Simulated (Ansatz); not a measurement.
**GaN: a point defect seen from the nuclei (Se on an N site)**

How do the nuclei near a point defect see it? The defect is Se on an N site in GaN (cell charge +1), first unrelaxed. The cell is a supercell built from a structure deposited in the COD (the entry's cell lengths or inner coordinates differ somewhat from later room-temperature determinations). Planned: a single point, then a relaxation.

The COD entry's cell or inner coordinates are ideal or old and differ from later refinements, so a difference from it is no clean test against experiment.

Computed with Ansatz 0.2.0 (DFT, PBE, plane-wave PAW, default files, scalar-relativistic, unless a step's input says otherwise).

1 further run of the same task is left out (it didn't finish).

### 1 The system as given

It takes space group P1 (No. 1, triclinic). Conventional cell: a = 6.360 Å, b = 8.413 Å, c = 10.332 Å, α = 90.00°, β = 90.00°, γ = 100.89°. Around Ga (site symmetry 1) lie 1 Se at 1.94 Å and 3 N at 1.95 Å. Ga (site symmetry 1) is surrounded by 4 N at 1.94 to 1.95 Å. Only part of the 48 independent sites is listed.

Structure file:

```xyz
48
Lattice="6.3600 0.0000 0.0000 -4.7700 8.2619 0.0000 0.0000 0.0000 10.3320" Properties=species:S:1:pos:R:3 pbc="T T T"
Ga    0.0000    1.8360    0.0000
Ga    0.0000    1.8360    5.1660
Ga   -1.5900    4.5899    0.0000
Ga   -1.5900    4.5899    5.1660
Ga   -3.1800    7.3439    0.0000
Ga   -3.1800    7.3439    5.1660
Ga    3.1800    1.8360    0.0000
Ga    3.1800    1.8360    5.1660
Ga    1.5900    4.5899    0.0000
Ga    1.5900    4.5899    5.1660
Ga    0.0000    7.3439    0.0000
Ga    0.0000    7.3439    5.1660
Ga    1.5900    0.9180    2.5830
Ga    1.5900    0.9180    7.7490
Ga    0.0000    3.6719    2.5830
Ga    0.0000    3.6719    7.7490
Ga   -1.5900    6.4259    2.5830
Ga   -1.5900    6.4259    7.7490
Ga    4.7700    0.9180    2.5830
Ga    4.7700    0.9180    7.7490
Ga    3.1800    3.6719    2.5830
Ga    3.1800    3.6719    7.7490
Ga    1.5900    6.4259    2.5830
Ga    1.5900    6.4259    7.7490
Se    0.0000    1.8360    1.9373
N     0.0000    1.8360    7.1033
N    -1.5900    4.5899    1.9373
N    -1.5900    4.5899    7.1033
N    -3.1800    7.3439    1.9373
N    -3.1800    7.3439    7.1033
N     3.1800    1.8360    1.9373
N     3.1800    1.8360    7.1033
N     1.5900    4.5899    1.9373
N     1.5900    4.5899    7.1033
N     0.0000    7.3439    1.9373
N     0.0000    7.3439    7.1033
N     1.5900    0.9180    4.5203
N     1.5900    0.9180    9.6863
N     0.0000    3.6719    4.5203
N     0.0000    3.6719    9.6863
N    -1.5900    6.4259    4.5203
N    -1.5900    6.4259    9.6863
N     4.7700    0.9180    4.5203
N     4.7700    0.9180    9.6863
N     3.1800    3.6719    4.5203
N     3.1800    3.6719    9.6863
N     1.5900    6.4259    4.5203
N     1.5900    6.4259    9.6863
```

Atom 25 of the input is the impurity.

### 2 Single point at the given positions

input.yaml

```yaml
crystal:
  lattice:
    - [6.36, 0.0, 0.0]
    - [-4.77, 8.261882352, 0.0]
    - [0.0, 0.0, 10.332]
  atoms:
    - { symbol: Ga, position: [0.1666666666, 0.2222222222, 0.0] }
    - { symbol: Ga, position: [0.1666666666, 0.2222222222, 0.5] }
    - { symbol: Ga, position: [0.1666666666, 0.5555555556, 0.0] }
    - { symbol: Ga, position: [0.1666666666, 0.5555555556, 0.5] }
    - { symbol: Ga, position: [0.1666666666, 0.8888888889, 0.0] }
    - { symbol: Ga, position: [0.1666666666, 0.8888888889, 0.5] }
    - { symbol: Ga, position: [0.6666666666, 0.2222222222, 0.0] }
    - { symbol: Ga, position: [0.6666666666, 0.2222222222, 0.5] }
    - { symbol: Ga, position: [0.6666666666, 0.5555555556, 0.0] }
    - { symbol: Ga, position: [0.6666666666, 0.5555555556, 0.5] }
    - { symbol: Ga, position: [0.6666666666, 0.8888888889, 0.0] }
    - { symbol: Ga, position: [0.6666666666, 0.8888888889, 0.5] }
    - { symbol: Ga, position: [0.3333333334, 0.1111111111, 0.25] }
    - { symbol: Ga, position: [0.3333333334, 0.1111111111, 0.75] }
    - { symbol: Ga, position: [0.3333333334, 0.4444444444, 0.25] }
    - { symbol: Ga, position: [0.3333333334, 0.4444444444, 0.75] }
    - { symbol: Ga, position: [0.3333333334, 0.7777777778, 0.25] }
    - { symbol: Ga, position: [0.3333333334, 0.7777777778, 0.75] }
    - { symbol: Ga, position: [0.8333333334, 0.1111111111, 0.25] }
    - { symbol: Ga, position: [0.8333333334, 0.1111111111, 0.75] }
    - { symbol: Ga, position: [0.8333333334, 0.4444444444, 0.25] }
    - { symbol: Ga, position: [0.8333333334, 0.4444444444, 0.75] }
    - { symbol: Ga, position: [0.8333333334, 0.7777777778, 0.25] }
    - { symbol: Ga, position: [0.8333333334, 0.7777777778, 0.75] }
    - { symbol: Se, position: [0.1666666666, 0.2222222222, 0.1875] }
    - { symbol: "N", position: [0.1666666666, 0.2222222222, 0.6875] }
    - { symbol: "N", position: [0.1666666666, 0.5555555556, 0.1875] }
    - { symbol: "N", position: [0.1666666666, 0.5555555556, 0.6875] }
    - { symbol: "N", position: [0.1666666666, 0.8888888889, 0.1875] }
    - { symbol: "N", position: [0.1666666666, 0.8888888889, 0.6875] }
    - { symbol: "N", position: [0.6666666666, 0.2222222222, 0.1875] }
    - { symbol: "N", position: [0.6666666666, 0.2222222222, 0.6875] }
    - { symbol: "N", position: [0.6666666666, 0.5555555556, 0.1875] }
    - { symbol: "N", position: [0.6666666666, 0.5555555556, 0.6875] }
    - { symbol: "N", position: [0.6666666666, 0.8888888889, 0.1875] }
    - { symbol: "N", position: [0.6666666666, 0.8888888889, 0.6875] }
    - { symbol: "N", position: [0.3333333334, 0.1111111111, 0.4375] }
    - { symbol: "N", position: [0.3333333334, 0.1111111111, 0.9375] }
    - { symbol: "N", position: [0.3333333334, 0.4444444444, 0.4375] }
    - { symbol: "N", position: [0.3333333334, 0.4444444444, 0.9375] }
    - { symbol: "N", position: [0.3333333334, 0.7777777778, 0.4375] }
    - { symbol: "N", position: [0.3333333334, 0.7777777778, 0.9375] }
    - { symbol: "N", position: [0.8333333334, 0.1111111111, 0.4375] }
    - { symbol: "N", position: [0.8333333334, 0.1111111111, 0.9375] }
    - { symbol: "N", position: [0.8333333334, 0.4444444444, 0.4375] }
    - { symbol: "N", position: [0.8333333334, 0.4444444444, 0.9375] }
    - { symbol: "N", position: [0.8333333334, 0.7777777778, 0.4375] }
    - { symbol: "N", position: [0.8333333334, 0.7777777778, 0.9375] }
total_charge: 1
kpoints:
  mp_grid: { grid: [4, 3, 2] }
scf:
  occupations: { method: fermi_dirac, width: 0.01 }
hamiltonian:
  xc: pbe
  pseudopotentials: { kind: paw }
output:
  forces: true
  stress: true
  populations: true
  efg:
    quadrupole_moments_barn: { Ga: 0.107, "N": 0.02044 }
    contact_densities: true
```

Started as:

```bash
$ ansatz run input.yaml --threads 4 --pin off --max-ram 8192MiB --backend cpu --events-out ev --progress --plain --runs-dir out
```

Standard output:

```text
Warning: RAYON_NUM_THREADS=4 ignored (pool sized by the plan → 4); use --threads N
Engine: ansatz 0.2.0, aarch64-unknown-linux-gnu
Pseudopotentials: kind: paw
Pseudopotential: Ga, paw, valence charge 13, recommended cutoff 420 eV (normal), Ga.paw.azcp
Pseudopotential: Se, paw, valence charge 16, recommended cutoff 420 eV (normal), Se.paw.azcp
Pseudopotential: N, paw, valence charge 5, recommended cutoff 420 eV (normal), N.paw.azcp
Functional definition: PBE
  parameter kappa = 0.804
  parameter beta = 0.06672455060314922
  exchange = pbe_x(kappa = kappa, mu = beta*pi^2/3)
  correlation = pbe_c(beta = beta)
Crystal: 48 atoms, lattice volume = 542.901 Å³
Basis set: ecut = 420 eV, 10583 PW (Γ), exchange–correlation on 90×128×144 points (8 copies of the dense FFT grid, shifted against one another)
Bands: 269, of which v1, the nominal top of the filled ones, is band 221 counted from 1 (220 counted from 0)
Symmetry: 1 space group operations
Space group: P1 (ITA 1), of the structure as read, at distance tolerance 8.2e-5 Å
k-points: 14 of 24 (time reversal used)
Non-local potential: Ga, projectors of the file, l = 0: 2, l = 1: 2, l = 2: 3, l = 3: 1
Non-local potential: Se, projectors of the file, l = 0: 2, l = 1: 2, l = 2: 3, l = 3: 1
Non-local potential: N, projectors of the file, l = 0: 2, l = 1: 2, l = 2: 1
PAW form: soft (Blöchl's): semilocal exchange-correlation on the pseudo side does not see the compensation charge
PAW one-centre angular grid: Ga, 590 points (default); XC on 64 Gauss nodes
PAW one-centre angular grid: Se, 590 points (default); XC on 64 Gauss nodes
PAW one-centre angular grid: N, 110 points (default); XC on 64 Gauss nodes
Initial density: superposition of atomic densities (neutral atoms scaled as one to the charged cell's electrons: chi_scale 0, normalization atom), corrected by the library's trained network
Initial wavefunctions: pseudopotential atomic-orbital guess
Functional: x = pbe(κ = 0.804, μ = 0.2195149727645171), c = pbe(β = 0.06672455060314922)
SCF iter   1: F=—  HF=-105116.817081 eV  |F-HF|=—  |Δ(HF+E_count)|=         —  Δρ=1.01e-2  dr2=3.52e-1  ethr=1.77e-3  ⟨swp⟩=5.7  Hψ=15706  notcnv=0  defer=111
preconditioner: auto → Resta (q_TF=auto, 2.636 Å⁻¹)  ε∞=4.9  [insulator: Δε(μ)=2.071 eV  Ē_g=16.851 eV  σ=0.010 eV  W_gap=1.00  n_scr=170 (ndim 8)  ℏωp=33.1 eV  f_vac=0.007  D(μ)=0.00/eV (n_scr^D=0)  ε∞_Penn≈4.9]
SCF iter   2: F=—  HF=-105116.691491 eV  |F-HF|=—  |Δ(HF+E_count)|=   1.26e-1  Δρ=3.34e-3  dr2=5.26e-2  ethr=7.96e-5  ⟨swp⟩=2.0  Hψ=6849  notcnv=0  defer=573
SCF iter   3: F=—  HF=-105116.665961 eV  |F-HF|=—  |Δ(HF+E_count)|=   2.55e-2  Δρ=1.61e-3  dr2=1.46e-2  ethr=1.19e-5  ⟨swp⟩=2.0  Hψ=6158  notcnv=0  defer=573
SCF iter   4: F=—  HF=-105116.662902 eV  |F-HF|=—  |Δ(HF+E_count)|=   3.06e-3  Δρ=5.61e-4  dr2=1.16e-3  ethr=3.30e-6  ⟨swp⟩=2.0  Hψ=6316  notcnv=0  defer=573
SCF iter   5: F=—  HF=-105116.663881 eV  |F-HF|=—  |Δ(HF+E_count)|=   9.79e-4  Δρ=2.25e-4  dr2=2.18e-4  ethr=2.62e-7  ⟨swp⟩=2.0  Hψ=6313  notcnv=0  defer=573
SCF iter   6: F=—  HF=-105116.663836 eV  |F-HF|=—  |Δ(HF+E_count)|=   4.52e-5  Δρ=4.81e-5  dr2=1.40e-5  ethr=4.94e-8  ⟨swp⟩=2.0  Hψ=6217  notcnv=0  defer=573
SCF iter   7: F=—  HF=-105116.663815 eV  |F-HF|=—  |Δ(HF+E_count)|=   2.12e-5  Δρ=3.22e-5  dr2=5.01e-6  ethr=3.17e-9  ⟨swp⟩=2.0  Hψ=6583  notcnv=0  defer=573
SCF iter   8: F=—  HF=-105116.663815 eV  |F-HF|=—  |Δ(HF+E_count)|=   8.40e-8  Δρ=8.20e-6  dr2=3.63e-7  ethr=1.13e-9  ⟨swp⟩=2.0  Hψ=6217  notcnv=0  defer=573
SCF iter   9: F=-105116.663815 eV  HF=-105116.663815 eV  |F-HF|=1.86e-8  |Δ(HF+E_count)|=   3.09e-7  Δρ=4.02e-6  dr2=7.62e-8  ethr=2.26e-11  ⟨swp⟩=10.4  Hψ=19083  notcnv=0
SCF 1 converged in 9 iterations: F = -105116.663815 eV  dr2 = 7.62e-8
SCF converged after 9 iterations
Free energy (F): -105116.663815 eV
Harris-Foulkes:  -105116.663815 eV  (|F-HF|=1.86e-8)
Internal energy: -105116.663815 eV  (E = F + TS)
E sigma→0 (E₀):  -105116.663815 eV
Fermi energy:    11.379798 eV
--- Per-component energies (eV) ---
[... 15 lines left out ...]
--- Forces (eV/Å), atoms counted from 1 ---
  atom   1  Ga    -0.00189183     0.03447809   -12.17543734
  atom   2  Ga    -0.00180421     0.03559798     0.62661197
  atom   3  Ga    -0.15067998     0.19324248    -0.44559405
  atom   4  Ga    -0.13057565     0.10667711     0.05803438
  atom   5  Ga     0.05304010    -0.28545573    -0.44376807
  atom   6  Ga    -0.00653757    -0.22245015     0.05540856
[... 42 lines left out ...]
  max |Σ_I F_I| component: 4.67e-6 eV/Å
--- Stress (GPa, compression-positive) ---
       16.312623      -0.001597       0.000177
       -0.001597      16.276456      -0.004402
        0.000177      -0.004402      18.863961
  P = ⅓ Tr σ = 17.1510 GPa (171.510 kbar)
--- PAW observables at the nuclei: V_zz in 10²¹ V/m², potentials from the cell's mean, atoms counted from 1 ---
  atom   1  Ga V_zz =    -2.250306   η = 0.0447   by run symmetry: allowed   C_q = -5.8221 MHz
            electrostatic potential = -4134.185313 V   contact ρ = 187407.610864 e/Å³
  atom   2  Ga V_zz =    -0.853617   η = 0.0896   by run symmetry: allowed   C_q = -2.2085 MHz
            electrostatic potential = -4135.266286 V   contact ρ = 187399.427310 e/Å³
  atom   3  Ga V_zz =    +0.428946   η = 0.7169   by run symmetry: allowed   C_q = +1.1098 MHz
            electrostatic potential = -4135.316087 V   contact ρ = 187399.006094 e/Å³
  atom   4  Ga V_zz =    -0.705107   η = 0.9795   by run symmetry: allowed   C_q = -1.8243 MHz
            electrostatic potential = -4135.416934 V   contact ρ = 187398.796172 e/Å³
  atom   5  Ga V_zz =    +0.541581   η = 0.6004   by run symmetry: allowed   C_q = +1.4012 MHz
            electrostatic potential = -4135.321109 V   contact ρ = 187399.038978 e/Å³
  atom   6  Ga V_zz =    +0.789964   η = 0.8185   by run symmetry: allowed   C_q = +2.0438 MHz
            electrostatic potential = -4135.421309 V   contact ρ = 187398.830388 e/Å³
  atom   7  Ga V_zz =    +0.645974   η = 0.8312   by run symmetry: allowed   C_q = +1.6713 MHz
            electrostatic potential = -4135.191749 V   contact ρ = 187399.173582 e/Å³
  atom   8  Ga V_zz =    -0.831747   η = 0.6048   by run symmetry: allowed   C_q = -2.1519 MHz
            electrostatic potential = -4135.336969 V   contact ρ = 187398.819196 e/Å³
  atom   9  Ga V_zz =    +0.440505   η = 0.7552   by run symmetry: allowed   C_q = +1.1397 MHz
            electrostatic potential = -4135.319362 V   contact ρ = 187399.014918 e/Å³
  atom  10  Ga V_zz =    -0.707510   η = 0.9785   by run symmetry: allowed   C_q = -1.8305 MHz
            electrostatic potential = -4135.417942 V   contact ρ = 187398.795803 e/Å³
  atom  11  Ga V_zz =    +0.560788   η = 0.6425   by run symmetry: allowed   C_q = +1.4509 MHz
            electrostatic potential = -4135.326721 V   contact ρ = 187399.062447 e/Å³
  atom  12  Ga V_zz =    +0.804317   η = 0.7848   by run symmetry: allowed   C_q = +2.0810 MHz
            electrostatic potential = -4135.424117 V   contact ρ = 187398.846226 e/Å³
  atom  13  Ga V_zz =    -2.156882   η = 0.7108   by run symmetry: allowed   C_q = -5.5804 MHz
            electrostatic potential = -4134.085904 V   contact ρ = 187407.292832 e/Å³
  atom  14  Ga V_zz =    +0.627534   η = 0.2832   by run symmetry: allowed   C_q = +1.6236 MHz
            electrostatic potential = -4135.451150 V   contact ρ = 187398.866668 e/Å³
  atom  15  Ga V_zz =    -1.860200   η = 0.4301   by run symmetry: allowed   C_q = -4.8128 MHz
            electrostatic potential = -4134.159424 V   contact ρ = 187407.356572 e/Å³
  atom  16  Ga V_zz =    +0.571802   η = 0.3684   by run symmetry: allowed   C_q = +1.4794 MHz
            electrostatic potential = -4135.473820 V   contact ρ = 187398.866064 e/Å³
  atom  17  Ga V_zz =    -1.101474   η = 0.1097   by run symmetry: allowed   C_q = -2.8498 MHz
            electrostatic potential = -4135.204498 V   contact ρ = 187398.711866 e/Å³
  atom  18  Ga V_zz =    +0.082371   η = 0.4255   by run symmetry: allowed   C_q = +0.2131 MHz
            electrostatic potential = -4135.538415 V   contact ρ = 187398.865306 e/Å³
  atom  19  Ga V_zz =    -2.133573   η = 0.7329   by run symmetry: allowed   C_q = -5.5201 MHz
            electrostatic potential = -4134.090163 V   contact ρ = 187407.306443 e/Å³
  atom  20  Ga V_zz =    +0.623604   η = 0.2894   by run symmetry: allowed   C_q = +1.6134 MHz
            electrostatic potential = -4135.451866 V   contact ρ = 187398.866802 e/Å³
  atom  21  Ga V_zz =    -1.084891   η = 0.7096   by run symmetry: allowed   C_q = -2.8069 MHz
            electrostatic potential = -4135.147830 V   contact ρ = 187399.159335 e/Å³
  atom  22  Ga V_zz =    -0.164380   η = 0.8894   by run symmetry: allowed   C_q = -0.4253 MHz
            electrostatic potential = -4135.517670 V   contact ρ = 187398.878355 e/Å³
  atom  23  Ga V_zz =    -1.052117   η = 0.1024   by run symmetry: allowed   C_q = -2.7221 MHz
            electrostatic potential = -4135.211371 V   contact ρ = 187398.930255 e/Å³
  atom  24  Ga V_zz =    +0.069707   η = 0.5867   by run symmetry: allowed   C_q = +0.1803 MHz
            electrostatic potential = -4135.539795 V   contact ρ = 187398.867416 e/Å³
  atom  25  Se V_zz =    +0.715260   η = 0.4373   by run symmetry: allowed
            electrostatic potential = -4711.693255 V   contact ρ = 262863.883846 e/Å³
  atom  26  N  V_zz =    +0.352681   η = 0.1379   by run symmetry: allowed   C_q = +0.1743 MHz
            electrostatic potential = -518.843862 V   contact ρ = 1413.833485 e/Å³
  atom  27  N  V_zz =    +0.602919   η = 0.4782   by run symmetry: allowed   C_q = +0.2980 MHz
            electrostatic potential = -518.484013 V   contact ρ = 1413.872769 e/Å³
  atom  28  N  V_zz =    +0.244008   η = 0.2994   by run symmetry: allowed   C_q = +0.1206 MHz
            electrostatic potential = -518.907826 V   contact ρ = 1413.841436 e/Å³
  atom  29  N  V_zz =    +0.702755   η = 0.2379   by run symmetry: allowed   C_q = +0.3473 MHz
            electrostatic potential = -518.491487 V   contact ρ = 1413.879871 e/Å³
  atom  30  N  V_zz =    +0.243441   η = 0.5472   by run symmetry: allowed   C_q = +0.1203 MHz
            electrostatic potential = -518.909651 V   contact ρ = 1413.843213 e/Å³
  atom  31  N  V_zz =    +0.889361   η = 0.3083   by run symmetry: allowed   C_q = +0.4396 MHz
            electrostatic potential = -518.269920 V   contact ρ = 1413.871841 e/Å³
  atom  32  N  V_zz =    +0.325181   η = 0.3251   by run symmetry: allowed   C_q = +0.1607 MHz
            electrostatic potential = -518.857517 V   contact ρ = 1413.842177 e/Å³
  atom  33  N  V_zz =    +0.600437   η = 0.4547   by run symmetry: allowed   C_q = +0.2968 MHz
            electrostatic potential = -518.489284 V   contact ρ = 1413.873130 e/Å³
  atom  34  N  V_zz =    +0.244690   η = 0.3047   by run symmetry: allowed   C_q = +0.1209 MHz
            electrostatic potential = -518.907958 V   contact ρ = 1413.841977 e/Å³
  atom  35  N  V_zz =    +0.677547   η = 0.2502   by run symmetry: allowed   C_q = +0.3349 MHz
            electrostatic potential = -518.501304 V   contact ρ = 1413.885675 e/Å³
  atom  36  N  V_zz =    +0.241351   η = 0.5394   by run symmetry: allowed   C_q = +0.1193 MHz
            electrostatic potential = -518.910342 V   contact ρ = 1413.843535 e/Å³
  atom  37  N  V_zz =    +0.754304   η = 0.4182   by run symmetry: allowed   C_q = +0.3728 MHz
            electrostatic potential = -518.568803 V   contact ρ = 1413.896633 e/Å³
  atom  38  N  V_zz =    +0.578383   η = 0.3186   by run symmetry: allowed   C_q = +0.2859 MHz
            electrostatic potential = -518.570100 V   contact ρ = 1413.885266 e/Å³
  atom  39  N  V_zz =    +0.729144   η = 0.3727   by run symmetry: allowed   C_q = +0.3604 MHz
            electrostatic potential = -518.605991 V   contact ρ = 1413.896295 e/Å³
  atom  40  N  V_zz =    +0.609770   η = 0.1094   by run symmetry: allowed   C_q = +0.3014 MHz
            electrostatic potential = -518.610623 V   contact ρ = 1413.889732 e/Å³
  atom  41  N  V_zz =    +0.189188   η = 0.7590   by run symmetry: allowed   C_q = +0.0935 MHz
            electrostatic potential = -518.806318 V   contact ρ = 1413.850686 e/Å³
  atom  42  N  V_zz =    +0.096848   η = 0.1233   by run symmetry: allowed   C_q = +0.0479 MHz
            electrostatic potential = -518.791420 V   contact ρ = 1413.845602 e/Å³
  atom  43  N  V_zz =    +0.755664   η = 0.4285   by run symmetry: allowed   C_q = +0.3735 MHz
            electrostatic potential = -518.571289 V   contact ρ = 1413.897025 e/Å³
  atom  44  N  V_zz =    +0.581880   η = 0.3278   by run symmetry: allowed   C_q = +0.2876 MHz
            electrostatic potential = -518.572691 V   contact ρ = 1413.886033 e/Å³
  atom  45  N  V_zz =    +0.198958   η = 0.0732   by run symmetry: allowed   C_q = +0.0983 MHz
            electrostatic potential = -518.775930 V   contact ρ = 1413.854705 e/Å³
  atom  46  N  V_zz =    +0.089758   η = 0.8449   by run symmetry: allowed   C_q = +0.0444 MHz
            electrostatic potential = -518.763061 V   contact ρ = 1413.865342 e/Å³
  atom  47  N  V_zz =    +0.175503   η = 0.7682   by run symmetry: allowed   C_q = +0.0867 MHz
            electrostatic potential = -518.811468 V   contact ρ = 1413.850016 e/Å³
  atom  48  N  V_zz =    +0.096451   η = 0.2679   by run symmetry: allowed   C_q = +0.0477 MHz
            electrostatic potential = -518.799003 V   contact ρ = 1413.853512 e/Å³
--- Band table (eV; the first three rows and the last of 14) ---
[... 4 lines left out ...]
--- Löwdin populations: 48 sites ---
  site symbol       q [e]
[... 48 lines left out ...]
  spilling = 0.002130 (of n_electrons = 442.000000)
```

Wall time 1.9 min (4 threads of Arm Neoverse V2, shared host); peak memory 3.7 GiB.

The run ends with gap on the mesh 2.02 eV, largest force 12.175 eV/Å, pressure 17.2 GPa.

Like atoms gathered into sites: 11 of 48, those nearest the defect, the farthest of each element and the two largest gradients.

```csv
site,atoms,distance from the defect (Å),V_zz (10²¹ V/m²),η,C_Q (MHz)
Se,25,0.00,0.72,0.44,–
Ga1,1,1.94,-2.25,0.04,-5.82 (⁷¹Ga)
Ga15,15,1.95,-1.86,0.43,-4.81 (⁷¹Ga)
Ga19,19,1.95,-2.13,0.73,-5.52 (⁷¹Ga)
Ga13,13,1.95,-2.16,0.71,-5.58 (⁷¹Ga)
N39,39,3.17,0.73,0.37,0.360 (¹⁴N)
N40,40,3.17,0.61,0.11,0.301 (¹⁴N)
N43,43,3.17,0.76,0.43,0.373 (¹⁴N)
N44,44,3.17,0.58,0.33,0.288 (¹⁴N)
N32,32,6.07,0.33,0.33,0.161 (¹⁴N)
Ga18,18,6.64,0.082,0.43,0.213 (⁷¹Ga)
```

C_Q = eQV_zz/h, which is 24.18 MHz for Q = 1 b and V_zz = 10²¹ V/m²; η = (V_xx − V_yy)/V_zz. Q values from Pyykkö, Mol. Phys. 116, 1328 (2018). A dash under C_Q marks elements without a common quadrupolar isotope.

Direction of the V_zz axis (Cartesian unit vector):

```csv
site,atom,x,y,z
Ga1,1,0.00,-0.02,1.00
Ga2,2,0.00,-0.05,1.00
Ga3,3,-0.55,0.28,0.78
Ga5,5,-0.02,-0.68,0.74
Ga6,6,0.03,0.98,-0.19
Ga7,7,0.01,0.26,0.97
Ga8,8,0.00,-0.29,0.96
Ga9,9,0.56,0.29,0.78
```

(Part 1 of 2 ends here.)
